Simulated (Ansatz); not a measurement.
# Ta3Si: the cost of one run

Computed with Ansatz 0.2.0 (DFT PBEsol, scalar-relativistic, plane waves, PAW, unless a step's input says otherwise).

**1. The structure to begin with**

It takes space group P4_2/n (No. 86, tetragonal). Conventional cell: a = 10.125 Å, b = 10.125 Å, c = 5.160 Å, α = 90.00°, β = 90.00°, γ = 90.00°. Around Ta (site symmetry 1) lie 4 Si at 2.56 to 2.68 Å and 8 Ta at 2.86 to 3.14 Å. Around Ta (site symmetry 1) lie 2 Si at 2.58 to 2.63 Å and 12 Ta at 2.66 to 3.19 Å. Around Ta (site symmetry 1) lie 3 Si at 2.56 to 2.82 Å and 10 Ta at 2.85 to 3.19 Å. Si (site symmetry 1) has 9 Ta at 2.56 to 2.82 Å in its first shell of neighbours.

Structure file:

```cif
data_structure
_symmetry_space_group_name_H-M 'P4_2/n:1'
_symmetry_Int_Tables_number 86
_cell_length_a 10.1247
_cell_length_b 10.1247
_cell_length_c 5.1598
_cell_angle_alpha 90.000
_cell_angle_beta 90.000
_cell_angle_gamma 90.000
_cell_volume 528.93
loop_
_atom_site_label
_atom_site_type_symbol
_atom_site_symmetry_multiplicity
_atom_site_Wyckoff_symbol
_atom_site_fract_x
_atom_site_fract_y
_atom_site_fract_z
_atom_site_occupancy
Ta1 Ta 8 g 0.64637 0.51780 0.27472 1
Ta2 Ta 8 g 0.08563 0.40016 0.03058 1
Ta3 Ta 8 g 0.81221 0.71336 0.51338 1
Si1 Si 8 g 0.79497 0.97039 0.71945 1
```

It goes back to an entry of the Materials Project, which need not be the stable form.

It is the result of an earlier relaxation at this level (volume 16.53 Å³/atom; gap on the mesh: none (metal)).

**2. Reference: the perfect supercell**

input.yaml

```yaml
crystal:
  lattice:
    - [10.124724323, 0.0, 0.0]
    - [0.0, 10.124724323, 0.0]
    - [0.0, 0.0, 5.1598348213]
  atoms:
    - { symbol: Ta, position: [0.6463699907, 0.5177955066, 0.2747154018] }
    - { symbol: Ta, position: [0.0856282235, 0.4001620143, 0.0305773128] }
    - { symbol: Ta, position: [0.8122063991, 0.7133618633, 0.5133750273] }
    - { symbol: Ta, position: [0.5856282235, 0.9001620143, 0.4694226872] }
    - { symbol: Ta, position: [0.0177955066, 0.8536300093, 0.7747154018] }
    - { symbol: Ta, position: [0.1463699907, 0.0177955066, 0.2252845982] }
    - { symbol: Ta, position: [0.6877936009, 0.7866381367, 0.9866249727] }
    - { symbol: Ta, position: [0.1877936009, 0.2866381367, 0.5133750273] }
    - { symbol: Ta, position: [0.2133618633, 0.6877936009, 0.0133750273] }
    - { symbol: Ta, position: [0.9001620143, 0.4143717765, 0.5305773128] }
    - { symbol: Ta, position: [0.2866381367, 0.8122063991, 0.4866249727] }
    - { symbol: Ta, position: [0.5177955066, 0.3536300093, 0.7252845982] }
    - { symbol: Ta, position: [0.4822044934, 0.6463699907, 0.7252845982] }
    - { symbol: Ta, position: [0.9822044934, 0.1463699907, 0.7747154018] }
    - { symbol: Ta, position: [0.3122063991, 0.2133618633, 0.9866249727] }
    - { symbol: Ta, position: [0.4001620143, 0.9143717765, 0.9694226872] }
    - { symbol: Ta, position: [0.7866381367, 0.3122063991, 0.0133750273] }
    - { symbol: Ta, position: [0.9143717765, 0.5998379857, 0.0305773128] }
    - { symbol: Ta, position: [0.5998379857, 0.0856282235, 0.9694226872] }
    - { symbol: Ta, position: [0.4143717765, 0.0998379857, 0.4694226872] }
    - { symbol: Ta, position: [0.8536300093, 0.9822044934, 0.2252845982] }
    - { symbol: Ta, position: [0.7133618633, 0.1877936009, 0.4866249727] }
    - { symbol: Ta, position: [0.3536300093, 0.4822044934, 0.2747154018] }
    - { symbol: Ta, position: [0.0998379857, 0.5856282235, 0.5305773128] }
    - { symbol: Si, position: [0.7949676618, 0.97039159, 0.7194514946] }
    - { symbol: Si, position: [0.97039159, 0.2050323382, 0.2805485054] }
    - { symbol: Si, position: [0.02960841, 0.7949676618, 0.2805485054] }
    - { symbol: Si, position: [0.2949676618, 0.47039159, 0.7805485054] }
    - { symbol: Si, position: [0.52960841, 0.2949676618, 0.2194514946] }
    - { symbol: Si, position: [0.2050323382, 0.02960841, 0.7194514946] }
    - { symbol: Si, position: [0.47039159, 0.7050323382, 0.2194514946] }
    - { symbol: Si, position: [0.7050323382, 0.52960841, 0.7805485054] }
  symmetry: { detect: false }
basis:
  ecutwfc: 420
kpoints:
  mp_grid: { grid: [2, 2, 4], shift: [0.5, 0.5, 0.5] }
hamiltonian:
  xc: pbesol
scf:
  occupations: { method: gaussian, width: 0.1 }
output:
  forces: true
  stress: true
  eigenvalues: true
```

Started as:

```
$ ansatz run input.yaml --threads 4 --pin off --max-ram 9216MiB --backend cpu --events-out ev --progress --plain --runs-dir out
```

Q: Estimate wall time and peak memory on 4 threads of Intel Xeon at 2.50GHz (Skylake/Cascade Lake), shared host.

About 61 s, with a peak of 2.4 GiB.
